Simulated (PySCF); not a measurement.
**SbCl+: bond curves at several levels of theory**

An exercise on one series of results from a longer session: the logs are not shown, and one member is left open.

Program: PySCF 2.14.0. Level of theory: Sb def2-SVP with ECP28, Cl def2-SVP, scalar-relativistic core potentials. These are calculated values, not measurements.

Set-up of the first run:

A driver script around PySCF takes these settings:

* atoms: Sb, Cl
* charge: 1
* basis: Sb def2-SVP with ECP28, Cl def2-SVP
* Hamiltonian: scalar-relativistic core potentials
* basis functions: 44
* electrons treated: 39
* masses in u: 120.9038, 34.9689
* levels: PBE0, PBE, r²SCAN, BLYP, B2PLYP, MN15, HF, MP2, SCS-MP2, CCSD, CCSD(T)
* grid: 80 radial by 434 angular points
* occupations: held fixed by the projection of orbital angular momentum
* dissociation limit: Sb+ + Cl, each in its ground configuration
* starting distance in angstrom: 2.435
* values of 2S to try: 1, 3

The run is started by

```
$ OMP_NUM_THREADS=1 python dia.py task.json out
```

Among the steps run: Input; The PBE0 curve of the state that the search chose; Excited determinants; PBE (GGA); r²SCAN (meta-GGA); BLYP (GGA); B2PLYP; MN15; UHF (mean field); Adding correlation.

One of the session's tables, all rows but one given; the rest of the session is left out.

```
      level  Re (Å)  ωe (cm⁻¹)  De (eV)
        UHF   2.271        457     1.74
    UHF-MP2   2.273        455     2.97
UHF-SCS-MP2       ?          ?        ?
   UHF-CCSD   2.281        444     2.77
UHF-CCSD(T)   2.290        433     2.93
        PBE   2.300        422     3.85
       BLYP   2.319        407     3.72
     r²SCAN   2.284        436     3.61
       PBE0   2.275        445     3.48
       MN15   2.263        452     3.45
     B2PLYP   2.286        437     3.30
```

Q: Estimate the row for UHF-SCS-MP2 from the others.

**Answer.** Re (Å): 2.277; ωe (cm⁻¹): 450; De (eV): 2.85. In the column «Re (Å)» it lies between PBE0 (2.275) and UHF-CCSD (2.281).

Caveats from the session: At some levels the lowest empty orbital lies below the highest filled one (the two can be of opposite spin).
